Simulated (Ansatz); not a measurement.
**Br2ClFSi: one species, many methods**

Aim: compute Br2ClFSi with functionals from several rungs and with coupled cluster, and see how far each lands from CCSD(T) at the basis-set limit for the atomisation energy.

Computed with Ansatz 0.2.0, Gaussian basis. Level: functionals in def2-TZVPP, the program's frozen cores in correlated methods.

Levels to be run: LDA (SPW92), PBE-D4, revPBE-D4, BLYP-D4, r2SCAN-D4, B97M-V, PBE0-D4, B3LYP-D4, r2SCANh-D4, r2SCAN0-D4, HSE06-D4, BHLYP-D4, CAM-B3LYP-D4, LC-ωPBE, ωB97X-V, ωB97M-V, B2PLYP, PBE-QIDH; CCSD(T)/def2-SVP; CCSD(T)/def2-TZVPP; MP2/def2-QZVPP; extrapolation to the limit; RPA on PBE.

### 1 The geometry

The geometry comes from an earlier relaxation with PBE0-D4 in a triple-zeta def2 set; it is a stationary point.

SMILES `F[Si](Cl)(Br)Br`, 5 atoms, charge 0, spin multiplicity 1.

Atoms are counted from 1 here; the program's logs count them from 0.

Bond lengths: F1–Si2 1.577 Å, Si2–Cl3 2.018 Å, Si2–Br4 2.182 Å, Si2–Br5 2.182 Å. Angles: F1–Si2–Cl3 108.0°, F1–Si2–Br4 108.2°, F1–Si2–Br5 108.2°, Cl3–Si2–Br4 110.6°, Cl3–Si2–Br5 110.6°, Br4–Si2–Br5 111.1°.

### 2 LDA

This LDA is Slater exchange with PW92 correlation.

File in.yaml:

```yaml
crystal:
  periodic: [false, false, false]
  atoms:
    - {symbol: F, position_ang: [0.841943, -1.079618, 0.955809]}
    - {symbol: Si, position_ang: [0.034263, -0.063727, 0.059157]}
    - {symbol: Cl, position_ang: [-1.526518, 0.619697, 1.140451]}
    - {symbol: Br, position_ang: [-0.667093, -1.125862, -1.712844]}
    - {symbol: Br, position_ang: [1.367205, 1.575910, -0.483972]}
basis:
  gaussian: {orbitals: def2-TZVPP}
hamiltonian: {xc: lda}
output: {orbitals: {seedname: orbitals}}
```

After this run come: PBE-D4 (GGA); revPBE-D4 (GGA); BLYP-D4 (GGA); r2SCAN-D4 (meta-GGA); B97M-V (meta-GGA); PBE0-D4 (hybrid); B3LYP-D4 (hybrid); r2SCANh-D4 (hybrid); r2SCAN0-D4 (hybrid); HSE06-D4 (hybrid); BHLYP-D4 (hybrid); CAM-B3LYP-D4 (range-separated); LC-ωPBE-D4 (range-separated); ωB97X-V (range-separated); ωB97M-V (range-separated); B2PLYP (double hybrid); PBE-QIDH (double hybrid); CCSD(T) in def2-SVP; CCSD(T) in def2-TZVPP; MP2 in def2-QZVPP; RPA on PBE orbitals.

Before running them: what should the planned runs give, taken together? Wanted: atomisation energy, CCSD(T)/CBS; farthest beyond LDA; mean size of error, GGA; mean size of error, meta-GGA; mean size of error, hybrid; mean size of error, range-separated; mean size of error, double hybrid; gap, smallest and largest; T1 diagnostic.

As calculated:

| quantity | value |
| --- | --- |
| atomisation energy, CCSD(T)/CBS | 1701.5 kJ/mol |
| functionals within 17.0 kJ/mol (1.0 %) | PBE-D4, r2SCAN-D4, B97M-V, r2SCANh-D4 |
| farthest beyond LDA | BHLYP-D4 (-109.6 kJ/mol) |
| mean size of error, GGA | 40.0 kJ/mol |
| mean size of error, meta-GGA | 6.2 kJ/mol |
| mean size of error, hybrid | 47.0 kJ/mol |
| mean size of error, range-separated | 38.0 kJ/mol |
| mean size of error, double hybrid | 43.6 kJ/mol |
| gap, smallest and largest | 5.59 eV (LDA (SPW92)), 13.00 eV (LC-ωPBE) |
| T1 diagnostic | 0.0084 |
| triples share of the correlation energy | 3.5 % |

LDA overbinds by 247.8 kJ/mol (15 %). PBE-D4 misses by +8.8 kJ/mol. Double hybrids carry the basis error of their MP2 part in triple zeta, and no dispersion term here, so their miss is partly the set-up's. Taken by rung, meta-GGA functionals do best (6.2 kJ/mol on average) and hybrid ones worst beyond LDA (47.0 kJ/mol). The mean of the hybrids holds BHLYP, with half exact exchange. RPA and LDA stand outside this count. The reference freezes the cores and leaves out relativity and excitations past (T), and its outer-core shells are covered unevenly, so misses under about 17.0 kJ/mol can't be ranked. All levels share the lack of spin-orbit coupling, which lowers the free heavy atoms and so the true binding. Hartree-Fock recovers 72 % of the binding; the rest is correlation. CCSD(T) in def2-SVP is off by -206.4 kJ/mol, more than most functionals: a good method in a small basis is no reference. Orbital gaps span 5.6 to 13.0 eV; exact exchange widens them. Correlated methods include outer-core shells of Br, which these sets cover unevenly.
